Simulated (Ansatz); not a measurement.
# C₆H₄F₃+: energies up the ladder, part 2 of 2

Aim: energies up the ladder, for C₆H₄F₃+, with the cost of each level. Charge +1.

Ansatz 0.2.0, Gaussian bases. The steps go on from the part before.

### 6 Single point, PBE-D4/def2-TZVPP

input.yaml reads:

```yaml
crystal:
  periodic: [false, false, false]
  atoms:
    - { symbol: F, position_ang: [2.14379691, -1.16056848, -0.09798558] }
    - { symbol: C, position_ang: [1.19064985, -0.26646308, -0.0674054] }
    - { symbol: C, position_ang: [1.48221467, 1.08247499, 0.07882551] }
    - { symbol: C, position_ang: [0.48733415, 2.07787179, 0.17585219] }
    - { symbol: C, position_ang: [-0.82338778, 1.73378306, 0.12750633] }
    - { symbol: C, position_ang: [-1.19791257, 0.34844408, -0.19191956] }
    - { symbol: F, position_ang: [-2.38319066, -0.06830151, 0.26796148] }
    - { symbol: C, position_ang: [-0.12918742, -0.66602715, -0.09358397] }
    - { symbol: F, position_ang: [-0.46401317, -1.90032207, -0.12975082] }
    - { symbol: H, position_ang: [2.53197164, 1.35790438, 0.13830193] }
    - { symbol: H, position_ang: [0.7861998, 3.10791456, 0.32353619] }
    - { symbol: H, position_ang: [-1.63096969, 2.45231765, 0.2202228] }
    - { symbol: H, position_ang: [-1.25201575, 0.44358179, -1.3182611] }
total_charge: 1
basis:
  gaussian: { orbitals: def2-TZVPP }
hamiltonian:
  xc: pbe
  dispersion: d4
```

The run is started by

```
ansatz run input.yaml --threads 4 --pin off --max-ram 10240MiB --backend cpu --events-out ev --progress --plain --runs-dir out
```

Output:

```text
Warning: RAYON_NUM_THREADS=4 ignored (pool sized by the plan → 4); use --threads N
Engine: ansatz 0.2.0, x86_64-unknown-linux-gnu
Functional definition: PBE
  parameter kappa = 0.804
  parameter beta = 0.06672455060314922
  exchange = pbe_x(kappa = kappa, mu = beta*pi^2/3)
  correlation = pbe_c(beta = beta)
1784 factors; their error is unknown
mean field evaluation 1: about -14404.5395 eV, gradient 8.1e1 eV
mean field evaluation 2: about -14389.7860 eV, gradient 1.1e2 eV
mean field evaluation 4: about -14417.9594 eV, gradient 1.3e1 eV
mean field evaluation 8: about -14418.4243 eV, gradient 3.2e-1 eV
mean field evaluation 16: about -14418.3618 eV, gradient 2.7e-2 eV
mean field -14418.36184199 eV, -529.8650245766 hartree, gradient 4.1e-5 eV, S^2 0.000000; 0 other end points of the search recorded, 0 dependent functions left out
reference -14418.36187805 eV, -529.8650259018 hartree; 33, 33 occupied and 302, 302 virtual orbitals, 1784 factors
Total energy: -14418.67711707 eV, -529.8766107219 hartree
```

It took 7.7 s on 4 threads of Intel Xeon at 2.50GHz (Skylake/Cascade Lake), shared host; peak memory 0.55 GiB.

### 7 Single point, r2SCAN-D4/def2-TZVPP

input.yaml: that of step 6 with these lines changed.

```diff
@@ -20,3 +20,3 @@
 hamiltonian:
-  xc: pbe
+  xc: r2scan
   dispersion: d4
```

The run is started by

```
ansatz run input.yaml --threads 4 --pin off --max-ram 10240MiB --backend cpu --events-out ev --progress --plain --runs-dir out
```

Output:

```text
Warning: RAYON_NUM_THREADS=4 ignored (pool sized by the plan → 4); use --threads N
Engine: ansatz 0.2.0, x86_64-unknown-linux-gnu
Functional definition: r2SCAN
  parameter k0 = 0.174
  parameter k1 = 0.065
  parameter a1 = 4.9479
  exchange = r2scan_x(k0 = k0, k1 = k1, a1 = a1)
  correlation = r2scan_c
1784 factors; their error is unknown
mean field evaluation 1: about -14415.9753 eV, gradient 7.4e1 eV
mean field evaluation 2: about -14409.6652 eV, gradient 8.6e1 eV
mean field evaluation 4: about -14426.8098 eV, gradient 8.8e0 eV
mean field evaluation 8: about -14427.0105 eV, gradient 1.8e-1 eV
mean field evaluation 16: about -14426.9590 eV, gradient 2.7e-3 eV
mean field -14426.95897808 eV, -530.1809635005 hartree, gradient 9.7e-6 eV, S^2 0.000000; 0 other end points of the search recorded, 0 dependent functions left out
reference -14426.95898826 eV, -530.1809638746 hartree; 33, 33 occupied and 302, 302 virtual orbitals, 1784 factors
Total energy: -14427.03931726 eV, -530.1839159107 hartree
```

It took 13 s on 4 threads of Intel Xeon at 2.50GHz (Skylake/Cascade Lake), shared host; peak memory 0.59 GiB.

### 8 Single point, B3LYP-D4/def2-TZVPP

input.yaml: that of step 7 with these lines changed.

```diff
@@ -20,3 +20,3 @@
 hamiltonian:
-  xc: r2scan
+  xc: { name: B3LYP }
   dispersion: d4
```

The run is started by

```
ansatz run input.yaml --threads 4 --pin off --max-ram 10240MiB --backend cpu --events-out ev --progress --plain --runs-dir out
```

Output:

```text
Warning: RAYON_NUM_THREADS=4 ignored (pool sized by the plan → 4); use --threads N
Engine: ansatz 0.2.0, x86_64-unknown-linux-gnu
Functional definition: B3LYP
  parameter a0 = 0.2
  parameter ax = 0.72
  parameter ac = 0.81
  exchange = (1 - a0 - ax)*slater_x + ax*b88_x + a0*exact_x
  correlation = (1 - ac)*vwn_rpa_c + ac*lyp_c
1784 factors; their error is unknown
mean field evaluation 1: about -14423.6640 eV, gradient 7.3e1 eV
mean field evaluation 2: about -14421.1473 eV, gradient 7.9e1 eV
mean field evaluation 4: about -14433.6781 eV, gradient 6.3e0 eV
mean field evaluation 8: about -14433.7657 eV, gradient 2.2e-1 eV
mean field evaluation 16: about -14433.7713 eV, gradient 7.5e-4 eV
mean field -14433.77132959 eV, -530.4313128008 hartree, gradient 2.5e-5 eV, S^2 0.000000; 0 other end points of the search recorded, 0 dependent functions left out
reference -14433.77158310 eV, -530.4313221173 hartree; 33, 33 occupied and 302, 302 virtual orbitals, 1784 factors
Total energy: -14434.27571254 eV, -530.4498485324 hartree
```

Wall time 12 s (4 threads of Intel Xeon at 2.50GHz (Skylake/Cascade Lake), shared host); peak memory 0.88 GiB.

### 9 Single point, wB97M-V/def2-TZVPP

input.yaml: that of step 8 with these lines changed.

```diff
@@ -20,3 +20,2 @@
 hamiltonian:
-  xc: { name: B3LYP }
-  dispersion: d4
+  xc: { name: wB97M-V }
```

The run is started by

```
ansatz run input.yaml --threads 4 --pin off --max-ram 10240MiB --backend cpu --events-out ev --progress --plain --runs-dir out
```

Output (excerpt; [...] marks lines left out):

```text
Warning: RAYON_NUM_THREADS=4 ignored (pool sized by the plan → 4); use --threads N
[...]
Functional definition: wB97M-V
[...]
  gx(w, u) = 1 - cx + cx01*u + cx10*w
  gss(w, u) = css00 + css04*u^4 + css10*w + css20*w^2 + css43*w^4*u^3
  gos(w, u) = cos00 + cos10*w + (cos20 + cos21*u)*w^2 + (cos60 + cos61*u)*w^6
[...]
      + integral(e_c_pw_mod_opposite_spin*gos(b97_w_opposite, b97_u_opposite)) + vv10(b, c)
1784 factors; their error is unknown
399 factors; integrals over basis functions are off by at most 7.7e-6 eV
[...]
mean field -14429.51234937 eV, -530.2747981645 hartree, gradient 6.9e-5 eV, S^2 0.000000; 0 other end points of the search recorded, 0 dependent functions left out
reference -14429.51239200 eV, -530.2747997311 hartree; 33, 33 occupied and 302, 302 virtual orbitals, 1784 factors
Total energy: -14429.51239200 eV, -530.2747997311 hartree
```

Wall time 28 s (4 threads of Intel Xeon at 2.50GHz (Skylake/Cascade Lake), shared host); peak memory 1.2 GiB.

### 10 Single point, B2PLYP/def2-TZVPP

input.yaml: that of step 9 with these lines changed.

```diff
@@ -20,2 +20,2 @@
 hamiltonian:
-  xc: { name: wB97M-V }
+  xc: { name: B2PLYP }
```

The run is started by

```
ansatz run input.yaml --threads 4 --pin off --max-ram 10240MiB --backend cpu --events-out ev --progress --plain --runs-dir out
```

Output (excerpt; [...] marks lines left out):

```text
Warning: RAYON_NUM_THREADS=4 ignored (pool sized by the plan → 4); use --threads N
[...]
Functional definition: B2PLYP
[...]
2122 factors; integrals over basis functions are off by at most 1.1e-3 eV
[...]
mean field -14409.32954905 eV, -529.5330939332 hartree, gradient 3.1e-6 eV, S^2 0.000000; 0 other end points of the search recorded, 0 dependent functions left out
9 core orbitals not correlated: weight in the atoms' cores, before any rotation towards them, 1.000 or more for the frozen orbitals, at most 0.000 for the correlated occupied ones
reference -14409.32971179 eV, -529.5330999138 hartree; 24, 24 occupied and 302, 302 virtual orbitals, 2122 factors
second order -54.01309440 eV of doubles, -0.00000000 eV of singles
Total energy: -14423.91324728 eV, -530.0690349580 hartree
```

It took 30 s on 4 threads of Intel Xeon at 2.50GHz (Skylake/Cascade Lake), shared host; peak memory 1.3 GiB.

### 11 Single point, PBE0-D4/def2-TZVPP

input.yaml: that of step 10 with these lines changed.

```diff
@@ -20,2 +20,3 @@
 hamiltonian:
-  xc: { name: B2PLYP }
+  xc: pbe0
+  dispersion: d4
```

The run is started by

```
ansatz run input.yaml --threads 4 --pin off --max-ram 10240MiB --backend cpu --events-out ev --progress --plain --runs-dir out
```

Output:

```text
Warning: RAYON_NUM_THREADS=4 ignored (pool sized by the plan → 4); use --threads N
Engine: ansatz 0.2.0, x86_64-unknown-linux-gnu
Functional definition: PBE0
  parameter a = 0.25
  parameter kappa = 0.804
  parameter beta = 0.06672455060314922
  exchange = (1 - a)*pbe_x(kappa = kappa, mu = beta*pi^2/3) + a*exact_x
  correlation = pbe_c(beta = beta)
1784 factors; their error is unknown
mean field evaluation 1: about -14410.3485 eV, gradient 6.6e1 eV
mean field evaluation 2: about -14409.8796 eV, gradient 6.6e1 eV
mean field evaluation 4: about -14418.5224 eV, gradient 4.8e0 eV
mean field evaluation 8: about -14418.5670 eV, gradient 1.8e-1 eV
mean field evaluation 16: about -14418.5917 eV, gradient 5.4e-4 eV
mean field -14418.59165382 eV, -529.8734700055 hartree, gradient 5.7e-5 eV, S^2 0.000000; 0 other end points of the search recorded, 0 dependent functions left out
reference -14418.59168129 eV, -529.8734710149 hartree; 33, 33 occupied and 302, 302 virtual orbitals, 1784 factors
Total energy: -14418.85638750 eV, -529.8831987887 hartree
```

Run time: 13 s. Hardware: 4 threads of Intel Xeon at 2.50GHz (Skylake/Cascade Lake), shared host; peak memory 0.88 GiB.

### 12 Single point, LDA/def2-TZVPP

input.yaml: that of step 11 with these lines changed.

```diff
@@ -20,3 +20,2 @@
 hamiltonian:
-  xc: pbe0
-  dispersion: d4
+  xc: lda
```

The run is started by

```
ansatz run input.yaml --threads 4 --pin off --max-ram 10240MiB --backend cpu --events-out ev --progress --plain --runs-dir out
```

Output:

```text
Warning: RAYON_NUM_THREADS=4 ignored (pool sized by the plan → 4); use --threads N
Engine: ansatz 0.2.0, x86_64-unknown-linux-gnu
Functional definition: SPW92
  exchange = slater_x
  correlation = pw_c
1784 factors; their error is unknown
mean field evaluation 1: about -14310.3012 eV, gradient 8.3e1 eV
mean field evaluation 2: about -14293.6072 eV, gradient 1.1e2 eV
mean field evaluation 4: about -14324.5514 eV, gradient 1.4e1 eV
mean field evaluation 8: about -14325.0881 eV, gradient 3.4e-1 eV
mean field evaluation 16: about -14325.0289 eV, gradient 3.0e-2 eV
mean field -14325.02888420 eV, -526.4351016410 hartree, gradient 8.4e-5 eV, S^2 0.000000; 0 other end points of the search recorded, 0 dependent functions left out
reference -14325.02891850 eV, -526.4351029014 hartree; 33, 33 occupied and 302, 302 virtual orbitals, 1784 factors
Total energy: -14325.02891850 eV, -526.4351029014 hartree
```

Run time: 6.1 s. Hardware: 4 threads of Intel Xeon at 2.50GHz (Skylake/Cascade Lake), shared host; peak memory 0.55 GiB.

### 13 Single point, PBE0-D4/def2-SVP

input.yaml: that of step 12 with these lines changed.

```diff
@@ -18,4 +18,5 @@
 basis:
-  gaussian: { orbitals: def2-TZVPP }
+  gaussian: { orbitals: def2-SVP }
 hamiltonian:
-  xc: lda
+  xc: pbe0
+  dispersion: d4
```

The run is started by

```
ansatz run input.yaml --threads 4 --pin off --max-ram 10240MiB --backend cpu --events-out ev --progress --plain --runs-dir out
```

Output:

```text
Warning: RAYON_NUM_THREADS=4 ignored (pool sized by the plan → 4); use --threads N
Engine: ansatz 0.2.0, x86_64-unknown-linux-gnu
Functional definition: PBE0
  parameter a = 0.25
  parameter kappa = 0.804
  parameter beta = 0.06672455060314922
  exchange = (1 - a)*pbe_x(kappa = kappa, mu = beta*pi^2/3) + a*exact_x
  correlation = pbe_c(beta = beta)
1624 factors; their error is unknown
mean field evaluation 1: about -14395.9758 eV, gradient 5.4e1 eV
mean field evaluation 2: about -14395.3875 eV, gradient 5.7e1 eV
mean field evaluation 4: about -14401.8865 eV, gradient 3.0e0 eV
mean field evaluation 8: about -14401.8988 eV, gradient 9.6e-2 eV
mean field evaluation 16: about -14401.8776 eV, gradient 2.4e-4 eV
mean field -14401.87763261 eV, -529.2592410550 hartree, gradient 7.4e-5 eV, S^2 0.000000; 0 other end points of the search recorded, 0 dependent functions left out
reference -14401.87765211 eV, -529.2592417717 hartree; 33, 33 occupied and 113, 113 virtual orbitals, 1624 factors
Total energy: -14402.14235832 eV, -529.2689695456 hartree
```

Wall time 4.1 s (4 threads of Intel Xeon at 2.50GHz (Skylake/Cascade Lake), shared host); peak memory 0.34 GiB.

### 14 Single point, PBE-D4/def2-SVP

input.yaml: that of step 13 with these lines changed.

```diff
@@ -20,3 +20,3 @@
 hamiltonian:
-  xc: pbe0
+  xc: pbe
   dispersion: d4
```

The run is started by

```
ansatz run input.yaml --threads 4 --pin off --max-ram 10240MiB --backend cpu --events-out ev --progress --plain --runs-dir out
```

Output:

```text
Warning: RAYON_NUM_THREADS=4 ignored (pool sized by the plan → 4); use --threads N
Engine: ansatz 0.2.0, x86_64-unknown-linux-gnu
Functional definition: PBE
  parameter kappa = 0.804
  parameter beta = 0.06672455060314922
  exchange = pbe_x(kappa = kappa, mu = beta*pi^2/3)
  correlation = pbe_c(beta = beta)
1624 factors; their error is unknown
mean field evaluation 1: about -14391.8237 eV, gradient 6.5e1 eV
mean field evaluation 2: about -14382.1272 eV, gradient 8.8e1 eV
mean field evaluation 4: about -14401.5720 eV, gradient 9.4e0 eV
mean field evaluation 8: about -14401.8015 eV, gradient 2.4e-1 eV
mean field evaluation 16: about -14401.6730 eV, gradient 1.3e-3 eV
mean field -14401.67303419 eV, -529.2517222018 hartree, gradient 4.3e-5 eV, S^2 0.000000; 0 other end points of the search recorded, 0 dependent functions left out
reference -14401.67306246 eV, -529.2517232407 hartree; 33, 33 occupied and 113, 113 virtual orbitals, 1624 factors
Total energy: -14401.98830147 eV, -529.2633080608 hartree
```

Wall time 3.2 s (4 threads of Intel Xeon at 2.50GHz (Skylake/Cascade Lake), shared host); peak memory 0.21 GiB.

### 15 Geometries side by side

```tsv
level	F1–C2 (Å)	C2–C3 (Å)	C2–C8 (Å)	rotational constants (MHz)	highest frequency (cm⁻¹)	CPU time
PBE0-D4/def2-TZVP	1.3072	1.3878	1.3792	2294.4, 1727.7, 999.64	-	9.4 min
PBE0-D4/def2-SVP	1.3030	1.3952	1.3887	2284.8, 1720.1, 994.5	3249	3.2 min
```

Constants are for the commonest isotopes at the equilibrium geometry; times are CPU times of the relaxations.

### 16 Total energies

```tsv
level	energy (eV)	CPU time
PBE-D4/def2-TZVPP	-14418.6771	25 s
r2SCAN-D4/def2-TZVPP	-14427.0393	46 s
B3LYP-D4/def2-TZVPP	-14434.2757	43 s
wB97M-V/def2-TZVPP	-14429.5124	1.7 min
B2PLYP/def2-TZVPP	-14423.9132	1.8 min
PBE0-D4/def2-TZVPP	-14418.8564	45 s
LDA/def2-TZVPP	-14325.0289	18 s
PBE0-D4/def2-SVP	-14402.1424	14 s
PBE-D4/def2-SVP	-14401.9883	11 s
```

### 17 Outcome

This closing draws on all 2 parts.

```
                       quantity             value
      F1–C2 at PBE0-D4/def2-SVP           1.303 Å
      C2–C3 at PBE0-D4/def2-SVP           1.395 Å
      C2–C8 at PBE0-D4/def2-SVP           1.389 Å
frequencies at PBE0-D4/def2-SVP  124 to 3249 cm⁻¹
      energy at PBE-D4/def2-SVP     -14401.988 eV
```

In words: The F1–C2 distance spreads over 0.004 Å, from PBE0-D4/def2-SVP (shortest) to PBE0-D4/def2-TZVP. No mode is imaginary, so the geometry is a minimum. These totals serve in differences with atoms or fragments at the same level; alone they don't rank the methods.
